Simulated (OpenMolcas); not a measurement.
**Re⁶⁺ among point charges: CASSCF and CASPT2 levels and susceptibility**

How does a field of 6 point charges split the states of Re⁶⁺, and what χT follows?

The numbers are computed with OpenMolcas 26.06 (state-averaged CASSCF and CASPT2, spin-orbit coupling by RASSI with atomic mean-field integrals), except any that are marked as measured or tabulated.

## Step 1: The atom as given

- Species: Re⁶⁺ (rhenium, Z = 75, 69 electrons)
- Basis: ANO-RCC-VDZP [7s6p4d2f1g], 68 functions
- Scalar Hamiltonian: DKH2, point nucleus
- Inactive shells: 1s 2s 2p 3s 3p 3d 4s 4p 4d 4f 5s 5p
- Active space: 1 electron in 5 orbitals (5d)
- Some configurations of this space: 5d
- Orbitals: optimised for each spin and parity, averaged over all roots

Outer shells as boxes (Hund's rule):

5d
```
5d [↑ ][  ][  ][  ][  ]
```

The ion sits among 6 point charges of -1.7 e arranged as a trigonal prism (D3h), 2.07 Å from the ion, with a polar angle of 43.7° against the regular 49.1°.

Each step is its own input file, run in one work folder so that later steps find the files of earlier ones. Labels, J, g values, rates, χT and fits are worked out afterwards by a script from the matrices that RASSI stores.

## Step 2: One- and two-electron integrals

File a.inp:

```
&GATEWAY
Coord
1

Re 0.0 0.0 0.0
Basis=ANO-RCC-VDZP
Group=NoSym
NoMove
AngMom=0.0 0.0 0.0
AMFI
XField
6 Angstrom 0
1.430100 0.000000 1.496567 -1.700000
-0.715050 1.238503 1.496567 -1.700000
-0.715050 -1.238503 1.496567 -1.700000
1.430100 0.000000 -1.496567 -1.700000
-0.715050 1.238503 -1.496567 -1.700000
-0.715050 -1.238503 -1.496567 -1.700000
&SEWARD
```

The run is started by

```
$ OMP_NUM_THREADS=1 MOLCAS_MEM=1689 MOLCAS_PROJECT=a pymolcas a.inp > a.log
```

## Step 3: CASSCF: doublets, 5 roots

File a.inp:

```
&RASSCF
FileOrb=start.orb
Symmetry=1
Spin=2
nActEl=1 0 0
Inactive=34
Ras2=5
CIRoot=5 5 1
SDav=5
CIMx=300
Iter=120 100
PrWF=0.3
OrbListing=Nothing
MaxOrb=0
>>> COPY $Project.JobIph JOB001
```

start.orb holds the contracted functions of the basis, ordered by shell, or the orbitals of the step before.

## Step 4: RASSI: spin-orbit coupling between the states

File a.inp:

```
&RASSI
NrOfJobIphs=1 5
1 2 3 4 5
IphNames
JOB001
EJob
SpinOrbit
DIPRint=1.0
SOCoupling=1000.0
Subsets=2
Property=9
'ANGMOM' 1 'ANGMOM' 2 'ANGMOM' 3 'MLTPL  1' 1 'MLTPL  1' 2 'MLTPL  1' 3
'AMFI' 1 'AMFI' 2 'AMFI' 3
SOProperty=3
'ANGMOM' 1 'ANGMOM' 2 'ANGMOM' 3
```

## Step 5: CASPT2: IPEA 0.25, imaginary shift 0.1 (closed shells correlated: 4f 5s 5p)

File a.inp:

```
>>> COPY JOB001 $Project.JobIph
&CASPT2
Multistate=5 1 2 3 4 5
NoMult
Frozen=23
IPEA=0.25
Imaginary=0.1
MaxIter=60
WThr=0.0 0.3 0.05
PrWF=0.5
NoMix
```

(Steps that only read results are left out.)

Before running it: what results should come out? Wanted: spin-free ground state; first state of the same spin within the active space; lowest level; next level.

**Answer**, as computed:

```
                                            quantity                                                                           value
                                              method  SS-CASPT2, IPEA 0.25, imaginary shift 0.1 (closed shells correlated: 4f 5s 5p)
                              spin-free ground state                                                  2E, 2-fold in its orbital part
first state of the same spin within the active space                                                               2A1 at 10800 cm⁻¹
                                        lowest level                                               2-fold E3/2, g = 0.00, 0.00, 2.09
                                          next level                                                                    10629.9 cm⁻¹
                                         χT at 300 K                                                                  0.15 cm³ K/mol
                           effective moment at 300 K                                                                         1.09 μB
```

Cost by method:

```csv
method,time of its own steps,time with the reference
A. CASSCF,2.6 s,2.6 s
"B. SS-CASPT2, IPEA 0.25, imaginary shift 0.1, +4f 5s 5p",1.8 s,4.5 s
```

Times are of one thread on a shared host.

The spin-free ground state (2E) comes to 100 % from free-ion D terms and keeps the highest spin of the shell. χT at 300 K is 0.15, against 0.38 cm³ K/mol for the spin alone, so orbital moment lowers it. CASPT2 does not keep the components of a term degenerate, and the means are used. The field of point charges can differ much from that of real complexes. Point charges carry no covalency, so the field is a model and not that of real ligands.
